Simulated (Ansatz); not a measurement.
This script for Ansatz's Python interface starts 4 runs on F2I2Si, SMILES F[Si](F)(I)I. What input does the engine get in each?

`f2i2si_methods.py`:
```python
from pathlib import Path

import ansatz as az
import numpy as np

geometry_ang = [
    ("F", (1.3777, -1.1341, 0.0043)),
    ("Si", (0.0634, -0.116, 0.1368)),
    ("F", (-0.5063, -0.1679, 1.6309)),
    ("I", (-1.6252, -0.8214, -1.393)),
    ("I", (0.7403, 2.1659, -0.4204)),
]
f2i2si = az.Crystal.molecule()
for symbol, xyz in geometry_ang:
    f2i2si = f2i2si.atom(symbol, xyz)

job = f2i2si.calculation().basis(gaussian="def2-SVP")

print("functional    E (Ha)        dipole (D)   HOMO (eV)  LUMO (eV)")
for name in ["revpbe", "lc_wpbe", "r2scan0", "blyp"]:
    summary = job.functional(name).forces().orbitals().run(threads=1, runs_dir="runs").report
    lines = Path(summary["orbitals_path"]).read_text().splitlines()
    field_of = lambda key: [line.split("=")[1].strip() for line in lines if line.startswith(key)]
    orbitals = [(27.211386 * float(e), s, float(n)) for e, s, n in zip(field_of("Ene="), field_of("Spin="), field_of("Occup="))]
    homo = max(e for e, _, n in orbitals if n > 0.5)
    lumo = min(e for e, _, n in orbitals if n < 0.5)
    dipole = 4.803205 * np.linalg.norm(summary["charge_distribution"]["dipole_moment_e_ang"])
    print(f"{name:10s} {summary['free_energy_ev'] / 27.211386246:14.6f} {dipole:9.3f} {homo:11.3f} {lumo:10.3f}")
```

Run 1:
```yaml
crystal:
  periodic: [false, false, false]
  atoms:
    - { symbol: F, position_ang: [1.3777, -1.1341, 0.0043] }
    - { symbol: Si, position_ang: [0.0634, -0.116, 0.1368] }
    - { symbol: F, position_ang: [-0.5063, -0.1679, 1.6309] }
    - { symbol: I, position_ang: [-1.6252, -0.8214, -1.393] }
    - { symbol: I, position_ang: [0.7403, 2.1659, -0.4204] }
basis:
  gaussian:
    orbitals: def2-SVP
hamiltonian:
  xc: revpbe
output:
  orbitals: {}
  forces: true
```

Run 2, against run 1:
```diff
-  xc: revpbe
+  xc: lc_wpbe
```

Run 3, against run 1:
```diff
-  xc: revpbe
+  xc: r2scan0
```

Run 4, against run 1:
```diff
-  xc: revpbe
+  xc: blyp
```

```console
$ python f2i2si_methods.py
functional    E (Ha)        dipole (D)   HOMO (eV)  LUMO (eV)
revpbe       -1084.470356     1.090      -6.762     -2.464
lc_wpbe      -1084.390137     1.092     -10.573      0.438
r2scan0      -1084.568079     1.247      -8.258     -1.696
blyp         -1084.390024     1.106      -6.560     -2.401
```

Notes:
- These settings explore the input space; basis and method may be short of convergence.
- The geometry is a force-field or estimated start, not a minimum of this method, and the basis set is short of its limit. A lower total doesn't mark the better method: functionals have no common bound, and MP2 and coupled cluster aren't variational.
- def2 sets replace the cores of elements past krypton by effective core potentials.
- Levels such as HOMO and LUMO are orbital energies: with these approximate functionals they aren't the ionisation energy and electron affinity, and their gap isn't the fundamental gap.
- It ran for 21 s on 1 thread of Arm Neoverse V2, on a shared host, peak memory 0.33 GiB.

(Lines on the test bed's own set-up are left out of the output.)
